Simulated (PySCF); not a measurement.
# PBE/cc-pVDZ run of CH4F2Si (SMILES C[SiH](F)F)

Aim: the energy change on altering one bond length of CH4F2Si at PBE/cc-pVDZ, from 2 runs. The job is set up through a Python script.

The calculation is run with PySCF 2.14.0.

2 further runs of the same task are left out: 2 set aside as unsound or not needed.

## Step 1: The molecule

CH4F2Si has 8 atoms, charge 0, and is taken as a singlet. As SMILES, `C[SiH](F)F`. The coordinates come from a PBE0-D4/def2-TZVP relaxation.

Bond lengths: C1–Si2 1.840 Å, Si2–F3 1.591 Å, Si2–F4 1.591 Å, C1–H5 1.092 Å, C1–H6 1.093 Å, C1–H7 1.093 Å, Si2–H8 1.477 Å. Some angles: C1–Si2–F3 109.8°, C1–Si2–F4 109.8°, F3–Si2–F4 106.8°, C1–Si2–H8 114.8°, F3–Si2–H8 107.6°, F4–Si2–H8 107.6°, Si2–C1–H5 110.7°, Si2–C1–H6 110.6°, Si2–C1–H7 110.6°, H5–C1–H6 108.3°.

## Step 2: A single-point energy at PBE/cc-pVDZ

The input, run.py:

```python
from pyscf import gto, dft

system = gto.M(
    atom=[
    ('C', (-0.387100, 0.881700, -0.174700)),
    ('Si', (0.329300, -0.775200, 0.180600)),
    ('F', (1.916300, -0.678300, 0.226700)),
    ('F', (-0.035400, -1.783900, -0.994000)),
    ('H', (-0.013400, 1.269000, -1.125400)),
    ('H', (-0.122700, 1.591000, 0.613300)),
    ('H', (-1.476800, 0.824400, -0.231400)),
    ('H', (-0.118100, -1.385700, 1.449000)),
],
    spin=0,
    basis='cc-pvdz',
    max_memory=1860,
    charge=0,
    verbose=3,
)

mf = dft.RKS(system, xc='pbe')
mf.grids.level = 5
mf.conv_tol = 1e-10
mf.kernel()
if not mf.converged:
    mf = mf.newton().run(mf.mo_coeff, mf.mo_occ)

e_tot = mf.e_tot
print('E(%s) = %.9f' % ('PBE', e_tot))
```

Launch:

```console
$ OMP_NUM_THREADS=1 python run.py
```

Output:

```text
converged SCF energy = -529.40886978019
E(PBE) = -529.408869780
```

Run time: 19 s. Hardware: 1 thread of Intel Xeon at 2.70GHz, shared host; peak memory 0.41 GiB.

## Step 3: The distorted shape

The input, input.py:

```python
from pyscf import gto, dft

mol = gto.M(
    atom='''
C     -1.137643     2.605477    -0.531557
Si     0.622287    -1.464916     0.341285
F      3.621282    -1.281801     0.428401
F     -0.066896    -3.371082    -1.878388
H     -0.431453     3.337368    -2.328120
H     -0.638000     3.945860     0.957547
H     -3.196878     2.497196    -0.638705
H     -0.223177    -2.618593     2.738213
''',
    max_memory=1860,
    unit='bohr',
    verbose=3,
    basis='cc-pvdz',
    spin=0,
)

mf = dft.RKS(mol, xc='pbe')
mf.conv_tol = 1e-10
mf.grids.level = 5
mf.kernel()
if not mf.converged:
    mf = mf.newton().run(mf.mo_coeff, mf.mo_occ)

e_final = mf.e_tot
print('Final energy', e_final)
```

Launch:

```console
$ OMP_NUM_THREADS=1 python input.py
```

Output:

```text
converged SCF energy = -529.362850591174
Final energy -529.362850591174
```

It took 16 s on 1 thread of Intel Xeon at 2.70GHz, shared host; peak memory 0.41 GiB.

## Step 4: What came out

At PBE/cc-pVDZ:

```
                                                          quantity          value
                                         first shape: total energy  -529.40887 Eh
                                        first shape: dipole moment         2.04 D
                                          first shape: HOMO energy       -7.70 eV
                                          first shape: LUMO energy        0.67 eV
                                        first shape: HOMO–LUMO gap        8.37 eV
                                     distorted shape: total energy  -529.36285 Eh
                                    distorted shape: dipole moment         1.41 D
                                      distorted shape: HOMO energy       -6.93 eV
                                      distorted shape: LUMO energy       -0.89 eV
                                    distorted shape: HOMO–LUMO gap        6.03 eV
energy change with the C1–Si2 bond stretched from 1.840 to 2.392 Å       1.252 eV
```

With the C1–Si2 bond stretched from 1.840 to 2.392 Å the energy rises by 1.25 eV (29 kcal/mol). The first shape isn't relaxed at this level, so the change isn't measured from a minimum. Mulliken charges (first shape) run from -0.26 on F3 to +0.64 on Si2; they depend strongly on the basis. Mulliken charges (distorted shape) run from -0.32 on C1 to +0.69 on Si2; they depend strongly on the basis.
